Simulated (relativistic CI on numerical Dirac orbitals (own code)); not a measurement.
# B I (B): levels and lines

What are the lowest levels and the strongest lines of B? One CI run answers it; runs with one setting changed show what the result hangs on. Configuration energies are shifted onto measured levels.

Method: Dirac-Coulomb-Breit CI, KLI orbitals optimised for each configuration, model QED (radiative potential, 1s self-energy scaled to tabulated hydrogen-like ionisation energies), valence Slater integrals scaled by 0.85, configuration energies shifted to the measured levels that pair with them (semi-empirical). Code: relativistic CI on numerical Dirac orbitals (own code) version 3.

### 1 What is computed

```
ion                       : B (B I)
nuclear charge            : 5
electrons                 : 5
isotope                   : A = 11
first configuration typed : [He] 2s2 2p
```

The outer shells:

first configuration typed
```
[He] core
2s [↑↓]
2p [↑ ][  ][  ]
```

### 2 CI with the chosen configurations

The run's settings:

```ini
atom B  Z=5  charge=0  electrons=5
nucleus A=11  rms_radius_fm=2.4060
hamiltonian dirac-coulomb  breit=on  qed=on  c_scale=1
orbitals kli  potential=per-configuration
slater_scale 0.85
correlation fit
mixing on
configurations
  [He] 2s2 2p
  [He] 2s 2p2
  [He] 2s2 3s
  [He] 2s2 3p
  [He] 2s2 3d
  [He] 2s2 4s
  [He] 2s2 4p
  [He] 2s2 4f
  [He] 2p3
  [He] 2s2 4d
end
```

Started as:

```bash
python run_levels.py task.json out
```

The settings of every run stand in task.json; they run in order.

### 4 Slater integrals scaled by 0.75

Settings: those of step 2 with these lines changed.

```diff
@@ -4,3 +4,3 @@
 orbitals kli  potential=per-configuration
-slater_scale 0.85
+slater_scale 0.75
 correlation fit
```

### 5 Slater integrals scaled by 1

Settings: those of step 4 with these lines changed.

```diff
@@ -4,3 +4,3 @@
 orbitals kli  potential=per-configuration
-slater_scale 0.75
+slater_scale 1
 correlation fit
```

(Steps that only read results are left out.)

Q: Predict the outcome of this session. Wanted: lowest level; first excitation; lowest level of the other parity; fastest E1 line; mean error of paired levels.

The runs gave:

| run | time | mean size of shift, levels followed (cm⁻¹) | lowest level | mean error to measured (cm⁻¹) |
| --- | --- | --- | --- | --- |
| main run | 0.72 s | 0 | 2p 2P°1/2 | 0 |
| Slater integrals scaled by 0.75 | 0.81 s | 0.1 | 2p 2P°1/2 | - |
| Slater integrals scaled by 1 | 0.9 s | 693 | 2p 2P°1/2 | 1 |

| quantity | value |
| --- | --- |
| lowest level | 2p 2P°1/2 |
| first excitation | 2p 2P°3/2, 12.8 cm⁻¹ |
| lowest level of the other parity | 2s 2p2 4P1/2, 28870 cm⁻¹ |
| levels in the model | 27 |
| fastest E1 line (by rate) to the lowest level among the lowest 20 of 27 levels | 179.2 nm, from 2s 2p2 2D3/2 + 3d 2D |
| mean error of paired levels | 0 cm⁻¹ over 9 |

**Reading.** 2p 2P°1/2 comes out lowest; its LS label holds 96 % and its jj label 96 %; over the low levels the means are 99 and 90 %, so LS coupling describes them better. Of the changes tried, the run «Slater integrals scaled by 1» moves the low levels most, by 693 cm⁻¹ on average. No change brings the levels clearly nearer the measured ones. The configurations are shifted onto measured levels, so the match to them is no test; configurations with no paired level borrow a shift and can be far off. Lifetimes count radiative decay inside the model alone.
